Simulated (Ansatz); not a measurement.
# B3LYP/6-31G(d) (Cartesian functions) run of AsF3 (arsenic trifluoride)

What is the electronic atomisation energy of AsF3 (arsenic trifluoride) at B3LYP/6-31G* (Cartesian functions)? 

The calculation is run with Ansatz 0.2.0.

33 further runs of the same task are left out: 3 that didn't finish, 30 set aside as unsound or not needed.

### 1 The system as given

AsF3 has 4 atoms, charge 0, and is taken as a singlet. As SMILES, `F[As](F)F`. The coordinates come from a PBE0-D4/def2-TZVP relaxation.

Bond lengths: F1–As2 1.715 Å, As2–F3 1.715 Å, As2–F4 1.715 Å. Angles: F1–As2–F3 95.9°, F1–As2–F4 95.9°, F3–As2–F4 95.9°.

### 2 A single-point energy at B3LYP/6-31G(d) (Cartesian functions)

in.yaml reads:

```yaml
crystal:
  periodic: [false, false, false]
  atoms:
    - {symbol: F, position_ang: [-0.445870, 0.395590, 1.362650]}
    - {symbol: As, position_ang: [-0.461950, -0.457240, -0.125630]}
    - {symbol: F, position_ang: [1.203970, -0.865930, -0.112740]}
    - {symbol: F, position_ang: [-0.296160, 0.927580, -1.124280]}
basis:
  gaussian:
    orbitals: "6-31G*"
hamiltonian:
  xc: {name: B3LYP}
accuracy: high
output:
  orbitals: {seedname: orbitals}
```

Command:

```
$ ansatz run in.yaml --threads 1 --pin off --max-ram 3480MiB --events-out events.jsonl --progress --plain --runs-dir runs
```

The program printed:

```text
Warning: RAYON_NUM_THREADS=1 ignored (pool sized by the plan → 1); use --threads N
Functional definition: B3LYP
  name "B3LYP"
  parameter a0 = 0.2
  parameter ax = 0.72
  parameter ac = 0.81
  exchange = (1 - a0 - ax)*slater_x + ax*b88_x + a0*exact_x
  correlation = (1 - ac)*vwn_rpa_c + ac*lyp_c
1521 factors; integrals over basis functions are off by at most 3.9e-9 eV
mean field evaluation 1: about -68982.5159 eV, gradient 5.3e1 eV
mean field evaluation 2: about -68972.5160 eV, gradient 9.8e1 eV
mean field evaluation 4: about -68986.7419 eV, gradient 1.1e0 eV
mean field evaluation 8: about -68986.7737 eV, gradient 1.5e-2 eV
mean field evaluation 16: about -68986.7737 eV, gradient 1.7e-6 eV
mean field -68986.77368479 eV, -2535.2171720012 hartree, gradient 4.4e-8 eV, S^2 0.000000; 0 other end points of the search recorded, 0 dependent functions left out
reference -68986.77371467 eV, -2535.2171730994 hartree; 30, 30 occupied and 50, 50 virtual orbitals, 1521 factors
Total energy: -68986.77371467 eV, -2535.2171730994 hartree
```

It took 4.5 s on 1 thread of Arm Neoverse V2, shared host; peak memory 0.24 GiB.

### 3 The As atom

input.yaml reads:

```yaml
basis:
  gaussian: {orbitals: "6-31G*"}
crystal:
  periodic: [false, false, false]
  atoms:
    - {symbol: As, position_ang: [0.000000, 0.000000, 0.000000]}
magnetization: {spin_polarized: true, initial_magnetization: 3}
hamiltonian: {xc: {name: B3LYP}}
accuracy: high
```

Run the same way, it converges to -2235.56831 Eh (log not shown).

### 4 The F atom, same level

in.yaml reads:

```yaml
crystal:
  periodic: [false, false, false]
  atoms:
    - {symbol: F, position_ang: [0.000000, 0.000000, 0.000000]}
basis:
  gaussian:
    orbitals: "6-31G*"
total_charge: 0
magnetization:
  spin_polarized: true
  initial_magnetization: 1
hamiltonian:
  xc: {name: B3LYP}
accuracy: high
```

Run the same way, it converges to -99.71554 Eh (log not shown).

### 5 What came out

At B3LYP/6-31G* (Cartesian functions):

| quantity | value |
| --- | --- |
| molecule: total energy | -2535.21717 Eh |
| molecule: HOMO energy | -9.27 eV |
| molecule: LUMO energy | -0.83 eV |
| molecule: HOMO–LUMO gap | 8.44 eV |
| As atom: total energy | -2235.56831 Eh |
| As atom: ⟨S²⟩ | 3.750 |
| F atom: total energy | -99.71554 Eh |
| F atom: ⟨S²⟩ | 0.751 |
| electronic atomisation energy | 13.667 eV |

**Reading.** Taking the molecule apart into free atoms costs 13.67 eV (315 kcal/mol), before zero-point energy and without spin-orbit coupling.
